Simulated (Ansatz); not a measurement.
# B2H6OSi: up Jacob's ladder to CCSD(T)

An exercise on one series of results from a longer session: the logs are not shown, and one member is left open.

The runs use Ansatz 0.2.0, Gaussian basis; functionals in def2-TZVPP, the program's frozen cores in correlated methods.

The runs, in order: LDA (SPW92), PBE-D4, revPBE-D4, BLYP-D4, r2SCAN-D4, B97M-V, PBE0-D4, B3LYP-D4, r2SCANh-D4, r2SCAN0-D4, HSE06-D4, BHLYP-D4, CAM-B3LYP-D4, LC-ωPBE, ωB97X-V, ωB97M-V, B2PLYP, PBE-QIDH; CCSD(T)/def2-SVP; CCSD(T)/def2-TZVPP; MP2/def2-QZVPP; extrapolation to the limit; RPA on PBE.

## Structure used throughout

The geometry comes from an earlier relaxation with PBE0-D4 in a triple-zeta def2 set; it is a stationary point, not always the lowest conformer.

SMILES `BO[SiH2]B`, 10 atoms, charge 0, spin multiplicity 1.

Atoms are counted from 1 here; the program's logs count them from 0.

Bond lengths: B1–O2 1.345 Å, B1–H5 1.205 Å, B1–H6 1.199 Å, O2–Si3 1.666 Å, Si3–B4 2.001 Å, Si3–H7 1.493 Å, Si3–H8 1.489 Å, B4–H9 1.197 Å, B4–H10 1.194 Å. Angles: O2–B1–H5 120.1°, O2–B1–H6 118.2°, H5–B1–H6 121.8°, B1–O2–Si3 132.3°, O2–Si3–B4 113.0°, O2–Si3–H7 109.1°, O2–Si3–H8 106.8°, B4–Si3–H7 109.8°, B4–Si3–H8 109.6°, H7–Si3–H8 108.3°, Si3–B4–H9 118.4°, Si3–B4–H10 123.8°, H9–B4–H10 117.8°.

Coordinates:

```
B    -1.56187    1.34519    0.64322
O    -0.29229    1.02574    0.33688
Si    0.35964   -0.11069   -0.69149
B     1.55456   -1.41618    0.24155
H    -2.47515    0.75315    0.12630
H    -1.74844    2.22387    1.43778
H    -0.74717   -0.84053   -1.37857
H     1.13916    0.63403   -1.71927
H     2.10802   -2.25059   -0.41392
H     1.74665   -1.41519    1.42042
```

Set-up of the first run:

in.yaml reads:

```yaml
crystal:
  periodic: [false, false, false]
  atoms:
    - {symbol: B, position_ang: [-1.561873, 1.345189, 0.643219]}
    - {symbol: O, position_ang: [-0.292293, 1.025740, 0.336885]}
    - {symbol: Si, position_ang: [0.359637, -0.110691, -0.691494]}
    - {symbol: B, position_ang: [1.554565, -1.416177, 0.241549]}
    - {symbol: H, position_ang: [-2.475148, 0.753147, 0.126303]}
    - {symbol: H, position_ang: [-1.748443, 2.223870, 1.437776]}
    - {symbol: H, position_ang: [-0.747171, -0.840530, -1.378568]}
    - {symbol: H, position_ang: [1.139163, 0.634032, -1.719271]}
    - {symbol: H, position_ang: [2.108018, -2.250591, -0.413916]}
    - {symbol: H, position_ang: [1.746647, -1.415189, 1.420418]}
basis:
  gaussian: {orbitals: def2-TZVPP}
hamiltonian: {xc: lda}
output: {orbitals: {seedname: orbitals}}
```

Run with:

```bash
ansatz run in.yaml --threads 2 --pin off --events-out ev --progress --plain --max-ram 4352MiB
```

Steps of the session up to this table: LDA; PBE-D4 (GGA); revPBE-D4 (GGA); BLYP-D4 (GGA); r2SCAN-D4 (meta-GGA); B97M-V (meta-GGA); B3LYP-D4 (hybrid); r2SCANh-D4 (hybrid); r2SCAN0-D4 (hybrid); HSE06-D4 (hybrid); BHLYP-D4 (hybrid); CAM-B3LYP-D4 (range-separated); LC-ωPBE (range-separated); ωB97X-V (range-separated); ωB97M-V (range-separated); B2PLYP (double hybrid); PBE-QIDH (double hybrid).

One of the session's tables, all rows but one given; the rest of the session is left out.

It belongs to the step «Frontier levels by functional». 

```
  functional  HOMO (eV)  LUMO (eV)  gap (eV)
 LDA (SPW92)      -6.96      -3.98      2.98
      PBE-D4      -6.91      -3.70      3.20
   revPBE-D4      -6.87      -3.59      3.29
     BLYP-D4      -6.85      -3.52      3.33
   r2SCAN-D4      -7.22      -3.34      3.89
      B97M-V      -7.36      -3.51      3.85
     PBE0-D4      -8.34      -2.66      5.68
    B3LYP-D4      -8.15      -2.87      5.29
  r2SCANh-D4          ?          ?         ?
  r2SCAN0-D4      -8.55      -2.45      6.09
    HSE06-D4      -7.94      -3.05      4.89
    BHLYP-D4      -9.58      -1.55      8.03
CAM-B3LYP-D4      -9.77      -1.51      8.26
     LC-ωPBE     -11.11      -0.30     10.81
     ωB97X-V     -10.78      -0.41     10.36
     ωB97M-V     -10.61      -0.68      9.92
```

Q: Estimate the row for r2SCANh-D4 from the others.

Worked estimate for «HOMO (eV)». Against the share of exact exchange, r2SCAN-D4 (0, -7.22), r2SCAN0-D4 (0.25, -8.55) give a slope of -5.32 per unit share; at 0.1 the line stands at -7.75.

**Answer.** HOMO (eV): -7.76; LUMO (eV): -2.98; gap (eV): 4.78. In «HOMO (eV)» the line misses by +0.01.
